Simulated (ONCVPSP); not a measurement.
# An ONCV potential for Sm, from input to tests

Do these settings give a usable potential? It is generated, then checked for transferability, scattering, ghosts and hardness.

The numbers are computed with ONCVPSP 4.0.1 (LDA (Perdew-Wang 92), scalar-relativistic, spin-unpolarised reference atom).

## 1. The atom and the settings

Typed settings, in words:

```
element                 : samarium (Sm, Z = 62)
type                    : optimised norm-conserving Vanderbilt (ONCV)
frozen core             : [Kr] 4d10
valence charge          : 16
reference configuration : 4f5 5s2 5p6 5d1 6s2
partial waves           : 5s+6s: rc 2.70 bohr, ncon 4, nbas 8, qcut 5.2 1/bohr, 2 projectors; 5p: rc 2.70 bohr, ncon 3, nbas 7, qcut 5.5 1/bohr, 2 projectors, debl 3.4 Ha; 5d: rc 3.80 bohr, ncon 4, nbas 8, qcut 3.7 1/bohr, 2 projectors, debl 2.5 Ha; 4f: rc 0.75 bohr, ncon 4, nbas 7, qcut 16.5 1/bohr, 2 projectors, debl 1.9 Ha
local potential         : polynomial inside 0.75 bohr (lpopt 5, dvloc0 0 Ha)
core correction         : polynomial model core, fcfact 0.65
```

The nodes and maxima of the atom's own shells, from an earlier all-electron run, set the scale for the radii.

All-electron outer shells of the reference configuration (LDA (PZ), scalar-relativistic, ld1.x):

| shell | level (eV) | outermost node (bohr) | outermost maximum (bohr) |
| --- | --- | --- | --- |
| 4d | -135.33 | 0.28 | 0.58 |
| 5s | -46.84 | 0.68 | 1.25 |
| 5p | -26.08 | 0.73 | 1.42 |
| 4f | -8.17 | – | 0.61 |
| 6s | -4.14 | 1.66 | 3.44 |
| 5d | -2.89 | 0.83 | 2.03 |
| 6p | -1.40 | 1.99 | 4.64 |

## 2. Generation

Sm.dat reads:

```
# ATOM AND REFERENCE CONFIGURATION
# atsym  z   nc   nv     iexc    psfile
  Sm 62.00    9    5  -001012      upf
#
#   n    l    f
    1    0    2.00
    2    0    2.00
    2    1    6.00
    3    0    2.00
    3    1    6.00
    3    2   10.00
    4    0    2.00
    4    1    6.00
    4    2   10.00
    4    3    5.00
    5    0    2.00
    5    1    6.00
    5    2    1.00
    6    0    2.00
#
# PSEUDOPOTENTIAL AND OPTIMIZATION
# lmax
    3
#
#   l,   rc,      ep,       ncon, nbas, qcut
    0    2.70    0.00    4    8    5.20
    1    2.70    0.00    3    7    5.50
    2    3.80    0.00    4    8    3.70
    3    0.75    0.00    4    7   16.50
#
# LOCAL POTENTIAL
# lloc, lpopt,  rc(5),   dvloc0
    4    5    0.75    0.00
#
# VANDERBILT-KLEINMAN-BYLANDER PROJECTORs
# l, nproj, debl
    0    2    0.40
    1    2    3.40
    2    2    2.50
    3    2    1.90
#
# MODEL CORE CHARGE
# icmod, fcfact, rcfact
    1    0.65    0.00
#
# LOG DERIVATIVE ANALYSIS
# epsh1, epsh2, depsh
   -3.00    5.00    0.02
#
# OUTPUT GRID
# rlmax, drl
    6.00    0.01
#
# TEST CONFIGURATIONS
# ncnf
    4
# nvcnf
#   n    l    f
    5
    4    3    6.00
    5    0    2.00
    5    1    6.00
    5    2    0.00
    6    0    2.00
#
    5
    4    3    6.00
    5    0    2.00
    5    1    6.00
    5    2    0.00
    6    0    1.00
#
    5
    4    3    6.00
    5    0    2.00
    5    1    6.00
    5    2    0.00
    6    0    0.00
#
    6
    4    3    6.00
    5    0    2.00
    5    1    6.00
    5    2    0.00
    6    0    1.00
    6    1    1.00
#
```

Command:

```bash
$ oncvpsp.x < Sm.dat > Sm.out
```

**Question.** What will these runs give? Wanted: cutoffs for 1 and 0.1 mHa per electron, occupied waves; bound ghosts; GHOST(+) flags; largest miss of a reference level; largest test error; largest phase difference near zero energy, channels read; rms error of d²Exc/dn², without and with the model core.

The runs gave:

| quantity | value |
| --- | --- |
| cutoffs for 1 and 0.1 mHa per electron, occupied waves | 333 Ha and 390 Ha |
| bound ghosts | s at -454.94 eV, p at -132.36 eV, d at -29.03 eV |
| GHOST(+) flags | none at low energy |
| largest miss of a reference level | 11 meV (4f) |
| largest test error (AE − PS) | -216 meV, for 4f6 5s2 5p6 5d0 6s1 |
| largest phase difference near zero energy, channels read | 0.055 rad |
| rms error of d²Exc/dn², without and with the model core | 8.56 and 1.82 mHa |

**Reading.** A bound ghost (s, p, d) makes it unfit for use: electrons can fall into a state that the atom doesn't have. The worst unpolarised test, 4f6 5s2 5p6 5d0 6s1, is off by 216 meV on 3.1 eV; by total energies transferability rates as poor. By its cutoff, 333 Ha for the looser tolerance, it is very hard. At the looser tolerance the 4f wave is the slowest; 5p needs 7 Ha. Of the channels read, d scatters worst near zero energy, by up to 0.05 rad. The pseudo curves have a pole with no partner nearby in the atom's: d at -1.06 Ha.
